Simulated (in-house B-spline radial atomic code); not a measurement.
# Cd⁴¹⁺: a scan of exact exchange under G0W0

Aim: vary the share of exact exchange in a PBE-based start for Cd⁴¹⁺ and follow the mean-field level, the G0W0 level and the RPA energy.

The numbers are computed with an in-house B-spline radial atomic code, version 1 (RPA, second order, AC-SOSEX and G0W0 (contour deformation) on a scalar-relativistic mean field, all electrons; no spin-orbit coupling, Breit or QED terms, no two-electron picture change), except any that are marked as measured or tabulated.

## 1. Starting point

```
element                  : cadmium (Z = 48)
charge                   : +41
electrons                : 7
configuration            : [He] 2s2 2p3
Hamiltonian              : scalar-relativistic (spin-free one-electron X2C), finite nucleus
shares of exact exchange : 0.00, 0.10, 0.20, 0.30, 0.40, 0.50, 0.60, 0.70, 0.80, 0.90, 1.00
```

Outer shells as boxes (Hund's rule):

Cd41+
```
[He] core
2s [↑↓]
2p [↑ ][↑ ][↑ ]
```

## 2. 0 % exact exchange

The run's settings:

```ini
Z = 48
electrons = 7.0
configuration = [He] 2s2 2p3
hamiltonian = x2c
method = pbeh
lmax = 9
exact_exchange_fraction = 0.0
rms_radius = 4.6087
spin_polarised = True
box_radius = 2.42
intervals = 61
```

Command:

```bash
python run_gw.py task.json out
```

One command runs all members of the session, one after another, from task.json.

After this run come: 10 % exact exchange; 20 % exact exchange; 30 % exact exchange; 40 % exact exchange; 50 % exact exchange; 60 % exact exchange; 70 % exact exchange; 80 % exact exchange; 90 % exact exchange; 100 % exact exchange.

**Question.** What will these runs give? Wanted: highest level, mean field; highest level, G0W0; RPA correlation energy; RPA+SOSEX.

The runs gave:

```
                                       quantity                                                               value
highest level, mean field (range over the runs)                                             -6563.90 to -6455.93 eV
      highest level, G0W0 (range over the runs)                                             -6560.73 to -6560.00 eV
                         RPA correlation energy                                          -0.5089 to -0.4667 hartree
                                      RPA+SOSEX                                          -0.2376 to -0.2322 hartree
    semi-empirical ionisation energy (2p shell)  6460.0 ± 40 eV (NIST Atomic Spectra Database, ionization energies)
            G0W0 removal energy less that value                                                     +100 to +101 eV
```

**Reading.** The starts spread the highest level over 108 eV; after G0W0 0.73 eV remain, 0.67 % of that. Without exact exchange the level is bound too weakly, and G0W0 lowers it by 104 eV. The correction changes sign near 97 % exact exchange, where the start's level already equals its G0W0 level. RPA gives the most correlation at 0 % exact exchange and the least at 100 % exact exchange (8.3 % apart); over the runs it loosely follows the gap of the start, as smaller excitation energies give more correlation. All runs miss the semi-empirical ionisation energy, 6460.0 ± 40 eV, by about +100 eV (+1.6 %), far more than they differ among themselves. Spin-orbit coupling is left out: in so heavy and highly charged an ion the half-filled shell is really jj-coupled, so the high-spin state computed here is a model and the comparison is rough.
